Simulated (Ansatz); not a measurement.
**Scaling over threads: HSE06, a 2×1×1 supercell of CdHClO (P6_3mc), atoms displaced at random by about 0.04 Å along each cell vector**

Program: Ansatz 0.2.0. No other job shared the machine, and each run was timed once from launch to exit. Hardware: an Arm Neoverse N1 node (56 of its 64 cores, memory capped at 64 GiB). Times and memory are rounded to two significant figures, and ratios are formed from the unrounded values. A row is a single run, so small differences between rows aren't established. Precision is the program's default, which can work at lower precision in parts of a run.

Commands are shown without the flags for output files and display.

The folder soft_1 holds one of the program's own sets of PAW files, generated with PBE and used with every functional where the input names it. For this functional the program regenerates the frozen cores at set-up.

| Item | Value |
| --- | --- |
| atoms | 16 |
| valence electrons | 136 |
| cell volume | 251.8 Å³ |
| cutoff (chosen by the program) | 420 eV |
| k mesh | 3×5×2 |
| k points solved | 16 |
| symmetry operations used (translations within a supercell counted) | 1 |
| plane waves at Γ | 4931 |
| dense FFT grid | 50×25×72 |
| bands at the start | 84 |
| spin | none |
| first density | superposed atoms |

Input used:

```yaml
crystal:
  lattice:
    - [7.469872, 0.000000, 0.000000]
    - [-1.867468, 3.234549, 0.000000]
    - [0.000000, 0.000000, 10.419544]
  atoms:
    - { symbol: Cd, position: [0.329886, 0.332684, 0.497410] }
    - { symbol: Cd, position: [0.164449, 0.645161, 0.987325] }
    - { symbol: H, position: [0.007983, 0.010307, 0.318909] }
    # ... 12 more atoms, left out here ...
    - { symbol: O, position: [0.500508, -0.003220, 0.910339] }
kpoints:
  mp_grid: { grid: [3, 5, 2] }
hamiltonian:
  xc: hse06
  pseudopotentials: { azcp: { folder: soft_1 } }
scf:
  occupations: { method: fixed }
output: { forces: true, stress: true }
```

The log of this input tells: SCF threshold loose for stress (1e-7 against 1.6e-9 eV); exchange threshold loose for stress (1e-6 against 1.6e-7 eV); exchange on 36×20×50 points. «SCF threshold loose for stress (a against b)»: the program warns that its threshold a on the density residual is looser than the b that it advises where a stress is wanted. The warning is on the threshold set and not on the residual reached, which can lie below it; a run set to the advised value can need more iterations. «exchange threshold loose for stress (a against b)»: the same warning for the energy threshold of a hybrid's exchange loop, again on the value set and not on the value reached. «exchange on a×b×c points»: exact exchange forms its pair densities on this grid and not on the dense one, without the augmentation charges, which are treated apart.

Commands:

```bash
taskset -c 8-63 ansatz run input.yaml --threads 8 --backend cpu --max-ram 64GiB
taskset -c 8-63 ansatz run input.yaml --threads 16 --backend cpu --max-ram 64GiB
taskset -c 8-63 ansatz run input.yaml --threads 28 --backend cpu --max-ram 64GiB
taskset -c 8-63 ansatz run input.yaml --threads 42 --backend cpu --max-ram 64GiB
taskset -c 8-63 ansatz run input.yaml --backend cpu --max-ram 64GiB
```

| threads | wall time | speed-up | efficiency | SCF clock | outside it | CPU time | SCF iterations | peak memory (GiB) | workers pinned | remarks |
| --- | --- | --- | --- | --- | --- | --- | --- | --- | --- | --- |
| 8 | 3.3 min | 1.0 | 100 % | 3.3 min | 2.1 s | 25 min | 21 | 5.8 | no | band table 21 s; workers unbound |
| 16 | 110 s | 1.9 | 93 % | 100 s | 1.9 s | 26 min | 21 | 6.3 | no | band table 11 s; workers unbound |
| 28 | 68 s | 2.9 | 83 % | 67 s | 1.9 s | 28 min | 21 | 6.5 | yes | band table 7.4 s |
| 42 | 52 s | 3.8 | 73 % | 50 s | 1.9 s | 31 min | 21 | 6.6 | yes | band table 5.8 s |

The SCF clock is the program's own. It runs from the start of the first SCF loop to the final result and holds forces, stress, later SCFs and response steps. Outside it lie start-up, exit and the set-up ahead of the first loop, which depends on the cell and the method.

SCF iterations are those that the program logged, summed over all steps and exchange cycles of a run; an SCF made in search of a lower state can go uncounted. A hybrid's count includes the PBE SCF that it starts from.

«band table a s»: behind the SCF the program solved its bands further for a band table, asked for or not, which took a s of the SCF clock (told where that is 5 % of it or more). «workers unbound»: the program didn't bind its workers to cores in this run.

Speed-up and efficiency count from the run on 8 threads. What limits the scaling wasn't traced.

The workers were bound to cores in some of these runs and not in others, so the runs aren't quite one series.

Problem. What is the wall time on 56 threads?

Solution. It took 45 s, a speed-up of 4.4 and an efficiency of 63 %, with 35 min of CPU time. Its workers were bound to cores, unlike those of the run on 8 threads. It made 3 exchange cycles. Remarks: band table 5.1 s.
